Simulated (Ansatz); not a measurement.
**CHBrFSi+ (SMILES FC=[Si+]Br): single points off equilibrium**

An exercise on one series of results from a longer session: the logs are not shown, and one member is left open.

Program: Ansatz 0.2.0, Gaussian basis. Level of theory: single points in def2-TZVPP. These are calculated values, not measurements.

Correlated methods freeze the cores. Filled d shells of the heavier atoms are correlated.

### Where the work starts

SMILES `FC=[Si+]Br`, 5 atoms, charge 1, spin multiplicity 1.

Atoms are counted from 1 here; the program's logs count them from 0.

Bond lengths: F1–C2 1.345 Å, C2–Si3 1.830 Å, C2–H5 1.238 Å, Si3–Br4 2.131 Å. Angles: F1–C2–Si3 117.4°, F1–C2–H5 118.5°, Si3–C2–H5 109.8°, C2–Si3–Br4 155.9°.

Geometry (Å):

```xyz
5
charge 1, multiplicity 1
F     0.84170    0.01600    1.61260
C     0.29730    0.61110    0.53650
Si   -0.34830   -0.47410   -0.78850
Br   -1.79890   -1.67980   -1.78070
H     0.88430    1.57970    0.03720
```

The first run:

File run/in.yaml:

```yaml
crystal:
  periodic: [false, false, false]
  atoms:
    - {symbol: F, position_ang: [0.841700, 0.016000, 1.612600]}
    - {symbol: C, position_ang: [0.297300, 0.611100, 0.536500]}
    - {symbol: Si, position_ang: [-0.348300, -0.474100, -0.788500]}
    - {symbol: Br, position_ang: [-1.798900, -1.679800, -1.780700]}
    - {symbol: H, position_ang: [0.884300, 1.579700, 0.037200]}
basis:
  gaussian: {orbitals: def2-TZVPP}
total_charge: 1
correlation: {method: ccsd_t}
output: {forces: true}
```

The command line of these runs was not kept.

Steps of the session up to this table: CCSD(T)/def2-TZVPP; PBE0-D4/def2-TZVPP; wB97M-V/def2-TZVPP; r2SCAN-D4/def2-TZVPP; PBE-D4/def2-TZVPP; revPBE-D4/def2-TZVPP; B97M-V/def2-TZVPP.

One of the session's tables, all rows but one given; the rest of the session is left out.

| method | RMS force component (eV/Å) | angle to CCSD(T) forces (°) |
| --- | --- | --- |
| CCSD(T) | 1.085 | reference |
| PBE0-D4 | 1.126 | 12.3 |
| wB97M-V | 1.116 | 7.7 |
| r2SCAN-D4 | 1.056 | 7.3 |
| PBE-D4 | ? | ? |
| revPBE-D4 | 0.965 | 10.4 |
| B97M-V | 1.127 | 9.1 |

**Question.** Estimate the row for PBE-D4.

As computed: RMS force component (eV/Å): 0.971; angle to CCSD(T) forces (°): 8.1. In the column «RMS force component (eV/Å)» it lies between revPBE-D4 (0.965) and r2SCAN-D4 (1.056).
